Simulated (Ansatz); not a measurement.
# Al₃FH₅NO: small, medium and large basis sets

How large a basis does Al₃FH₅NO need? Two functionals are run in growing sets.

Program: Ansatz 0.2.0, Gaussian basis. Level of theory: one geometry, several basis sets. These are calculated values, not measurements.

Plan: PBE0-D4/def2-SVP; ωB97M-V/def2-SVP; PBE0-D4/def2-QZVPP; ωB97M-V/def2-QZVPP; the functionals' def2-TZVPP values are taken from earlier runs.

## (1) Structure used throughout

An earlier PBE0-D4 in a triple-zeta def2 set relaxation fixed the geometry.

SMILES `[NH2][AlH][AlH][O][AlH][F]`, 11 atoms, charge 0, spin multiplicity 1.

Atoms are counted from 1 here; the program's logs count them from 0.

Bond lengths: N1–Al2 1.770 Å, N1–H7 1.010 Å, N1–H8 1.008 Å, Al2–Al3 2.591 Å, Al2–H9 1.593 Å, Al3–O4 1.707 Å, Al3–H10 1.593 Å, O4–Al5 1.670 Å, Al5–F6 1.657 Å, Al5–H11 1.565 Å. Angles: Al2–N1–H7 124.4°, Al2–N1–H8 125.3°, H7–N1–H8 110.4°, N1–Al2–Al3 113.3°, N1–Al2–H9 116.6°, Al3–Al2–H9 130.0°, Al2–Al3–O4 113.6°, Al2–Al3–H10 131.4°, O4–Al3–H10 115.0°, Al3–O4–Al5 151.3°, O4–Al5–F6 118.0°, O4–Al5–H11 124.4°, F6–Al5–H11 117.6°.

## (2) PBE0-D4 in def2-SVP

in.yaml reads:

```yaml
crystal:
  periodic: [false, false, false]
  atoms:
    - {symbol: N, position_ang: [-1.696868, 1.167999, 0.061861]}
    - {symbol: Al, position_ang: [-1.202085, 0.548560, -1.520427]}
    - {symbol: Al, position_ang: [0.941194, -0.904656, -1.429241]}
    - {symbol: O, position_ang: [1.591832, -1.065539, 0.140263]}
    - {symbol: Al, position_ang: [1.559912, -0.745567, 1.778516]}
    - {symbol: F, position_ang: [0.326900, 0.194046, 2.363444]}
    - {symbol: H, position_ang: [-1.205313, 0.984990, 0.925309]}
    - {symbol: H, position_ang: [-2.502480, 1.749218, 0.233468]}
    - {symbol: H, position_ang: [-2.114330, 0.951768, -2.762294]}
    - {symbol: H, position_ang: [1.748820, -1.664193, -2.573666]}
    - {symbol: H, position_ang: [2.617615, -1.273626, 2.803468]}
basis:
  gaussian: {orbitals: def2-SVP}
hamiltonian: {xc: pbe0, dispersion: d4}
output: {orbitals: {seedname: orbitals}}
```

On the command line:

```bash
$ ansatz run in.yaml --threads 4 --pin off --events-out ev --progress --plain --max-ram 10444MiB
```

Further steps of the session: ωB97M-V in def2-SVP; PBE0-D4 in def2-QZVPP; ωB97M-V in def2-QZVPP.

**Question.** What will the summary of the whole plan be? Wanted: PBE0-D4: double and triple zeta above quadruple; ωB97M-V: double and triple zeta above quadruple.

The runs gave:

| quantity | value |
| --- | --- |
| PBE0-D4: double and triple zeta above quadruple | 15.96, 1.01 eV |
| ωB97M-V: double and triple zeta above quadruple | 16.06, 0.97 eV |

In words: For PBE0-D4 the step from double to triple zeta gains 14.95 eV and the next only 1.01 eV. These are total energies; as a rule much of such shifts cancels in differences, which this series doesn't test.
